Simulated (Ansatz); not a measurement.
# CH₅NOSi₂: a ladder of functionals and wavefunction methods

An exercise on one series of results from a longer session: the logs are not shown, and one member is left open.

Program: Ansatz 0.2.0, Gaussian basis. Level of theory: functionals in def2-TZVPP, the program's frozen cores in correlated methods. These are calculated values, not measurements.

The runs, in order: PBE-D4, r2SCAN-D4, PBE0-D4, B3LYP-D4, ωB97X-V, ωB97M-V, B2PLYP; CCSD(T)/def2-TZVPP; MP2/def2-QZVPP; extrapolation to the limit.

**The geometry**

All runs share one geometry, relaxed beforehand with PBE0-D4 in a triple-zeta def2 set.

SMILES `O[SiH]1C=N[SiH2]1`, 10 atoms, charge 0, spin multiplicity 1.

Atoms are counted from 1 here; the program's logs count them from 0.

Bond lengths: O1–Si2 1.647 Å, O1–H6 0.959 Å, Si2–C3 1.914 Å, Si2–Si5 2.336 Å, Si2–H7 1.487 Å, C3–N4 1.285 Å, C3–H8 1.098 Å, N4–Si5 1.794 Å, Si5–H9 1.488 Å, Si5–H10 1.488 Å. Angles: Si2–O1–H6 117.6°, O1–Si2–C3 122.5°, O1–Si2–Si5 128.5°, O1–Si2–H7 104.3°, C3–Si2–Si5 69.7°, C3–Si2–H7 110.8°, Si5–Si2–H7 117.5°, Si2–C3–N4 107.6°, Si2–C3–H8 132.8°, N4–C3–H8 119.4°, C3–N4–Si5 104.5°, Si2–Si5–N4 77.1°, Si2–Si5–H9 118.5°, Si2–Si5–H10 124.9°, N4–Si5–H9 109.8°, N4–Si5–H10 113.9°, H9–Si5–H10 108.0°.

Set-up of the first run:

Contents of in.yaml:

```yaml
crystal:
  periodic: [false, false, false]
  atoms:
    - {symbol: O, position_ang: [-1.906051, 0.051883, -1.368945]}
    - {symbol: Si, position_ang: [-0.360828, -0.261931, -0.894014]}
    - {symbol: C, position_ang: [0.047920, -1.229806, 0.705482]}
    - {symbol: N, position_ang: [0.936714, -0.560700, 1.348493]}
    - {symbol: Si, position_ang: [1.022247, 1.012279, 0.491128]}
    - {symbol: H, position_ang: [-2.464680, 0.543379, -0.764719]}
    - {symbol: H, position_ang: [0.262376, -0.910670, -2.077463]}
    - {symbol: H, position_ang: [-0.265680, -2.211889, 1.083974]}
    - {symbol: H, position_ang: [0.403975, 2.077367, 1.326987]}
    - {symbol: H, position_ang: [2.407107, 1.438988, 0.152179]}
basis:
  gaussian: {orbitals: def2-TZVPP}
hamiltonian: {xc: pbe, dispersion: d4}
output: {forces: true, orbitals: {seedname: orbitals}}
```

Started as:

```
ansatz run in.yaml --threads 4 --pin off --events-out ev --progress --plain --max-ram 10444MiB
```

Steps of the session up to this table: PBE-D4 (GGA); r2SCAN-D4 (meta-GGA); PBE0-D4 (hybrid); B3LYP-D4 (hybrid); ωB97X-V (range-separated); ωB97M-V (range-separated); B2PLYP (double hybrid); CCSD(T) in def2-TZVPP; MP2 in def2-QZVPP.

One of the session's tables, all rows but one given; the rest of the session is left out.

It belongs to the step «Atomisation energies». 

| method | atomisation energy (kJ/mol) |
| --- | --- |
| PBE-D4 | 3698.4 |
| r2SCAN-D4 | 3622.6 |
| PBE0-D4 | 3612.1 |
| B3LYP-D4 | 3620.4 |
| ωB97X-V | 3651.6 |
| ωB97M-V | 3638.2 |
| B2PLYP | 3578.7 |
| HF/def2-TZVPP | 2497.9 |
| MP2/def2-TZVPP | 3577.1 |
| CCSD/def2-TZVPP | ? |
| CCSD(T)/def2-TZVPP | 3507.8 |
| MP2/CBS | 3698.6 |
| CCSD(T)/CBS | 3629.2 |

Q: Estimate the row for CCSD/def2-TZVPP from the others.

**Answer.** atomisation energy (kJ/mol): 3438.0. In the column «atomisation energy (kJ/mol)» it lies between HF/def2-TZVPP (2497.9) and CCSD(T)/def2-TZVPP (3507.8).
